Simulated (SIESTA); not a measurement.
Wanted: the native input for a SIESTA 5.4.2 run.

```yaml
Task: single point
Functional: PBE
Potentials_or_basis: PseudoDojo 0.4 standard (PBE files)
Basis: DZP (energy shift 0.003 Ry; two zetas on semicore shells)
Grid_cutoff: 500 Ry
Energy_shift: 0.003 Ry
k_mesh: 4 × 3 × 7
Occupations: fermi-dirac, width 0.05 eV
Spin: no spin polarisation
```

The system is Bi2S.

```xyz
12
Lattice="7.5257 0.0000 0.0000 0.0000 11.8847 0.0000 -1.0627 0.0000 4.0306" Properties=species:S:1:pos:R:3 pbc="T T T"
Bi    2.5817    7.3731    0.8117
Bi    4.3681    1.4247    1.1688
Bi    3.9613    4.5163    3.2626
Bi    2.0557   10.4466    2.8215
Bi   -0.4854    7.7162    2.1798
Bi    6.4459    1.8665    3.8671
Bi    6.9544    4.1228    1.7783
Bi    0.0671   10.0888    0.1382
S     1.9192    1.2143    2.7211
S     4.0430    7.1924    3.3042
S     4.6229   10.6506    1.3286
S     2.3953    4.7592    0.6555
```

The cell comes from a database or a generator and needn't be the stable form of this composition.

The cell isn't the ideal one: atoms moved at random, drawn with an rms of 0.05 Å.

One way to write it, as run:

Bi2S.fdf

```
SystemName                      Bi2S
SystemLabel                     Bi2S
NumberOfSpecies                 2
NumberOfAtoms                   12
%block ChemicalSpeciesLabel
  1  83 Bi
  2  16 S
%endblock ChemicalSpeciesLabel

LatticeConstant                 1.0 Ang
%block LatticeVectors
     7.5257037404     0.0000000000     0.0000000000
     0.0000000000    11.8847250000     0.0000000000
    -1.0626695353     0.0000000000     4.0306350365
%endblock LatticeVectors
AtomicCoordinatesFormat         Fractional
%block AtomicCoordinatesAndAtomicSpecies
     0.3714930000     0.6203880000     0.2013930000  1  Bi
     0.6213710000     0.1198750000     0.2899700000  1  Bi
     0.6406670000     0.3800090000     0.8094590000  1  Bi
     0.3720020000     0.8789900000     0.7000190000  1  Bi
     0.0118720000     0.6492540000     0.5408060000  1  Bi
     0.9919890000     0.1570530000     0.9594230000  1  Bi
     0.9863790000     0.3468950000     0.4411940000  1  Bi
     0.0137500000     0.8488920000     0.0342750000  1  Bi
     0.3503490000     0.1021690000     0.6751130000  2  S
     0.6529800000     0.6051780000     0.8197730000  2  S
     0.6608250000     0.8961610000     0.3296270000  2  S
     0.3412500000     0.4004430000     0.1626190000  2  S
%endblock AtomicCoordinatesAndAtomicSpecies

%block kgrid.MonkhorstPack
    4   0   0  0.0
    0   3   0  0.0
    0   0   7  0.0
%endblock kgrid.MonkhorstPack
XC.Functional                   GGA
XC.Authors                      PBE
PAO.BasisSize                   DZP
PAO.EnergyShift                 0.003 Ry
Mesh.Cutoff                     500 Ry
OccupationFunction              FD
ElectronicTemperature           0.05 eV
MaxSCFIterations                120
SCF.MustConverge                false
SCF.Mixer.Method                Pulay
SCF.Mixer.Weight                0.25
SCF.Mixer.History               8
SCF.DM.Tolerance                5.0e-05
SCF.H.Tolerance                 1.0e-03 eV
WriteForces                     true
Charge.Mulliken                 end
%block PAO.Basis
  Bi 4
  n=6 0 2
    5.784 0.000
  n=6 1 2
    8.130 0.000
  n=5 2 2
    3.882 0.000
  n=6 2 1
    8.130
%endblock PAO.Basis
```

Potentials or basis: PseudoDojo 0.4 standard (PBE files), DZP (energy shift 0.003 Ry; two zetas on semicore shells).

Command:

```sh
$ siesta Bi2S.fdf > Bi2S.out 2>&1
```

It gave:

```
Pressure               : 1.2 GPa
Largest force          : 0.915 eV/Å
Band gap on the k mesh : none (metal or under the smearing width)
```

Caveat: spin-orbit coupling is left out, which moves the levels of the heavy elements; the basis of atomic orbitals isn't converged, which shifts pressures, moduli and gaps.

Wall time 2.6 min on 1 thread of Arm Neoverse V2 (shared host), peak memory 0.69 GiB.
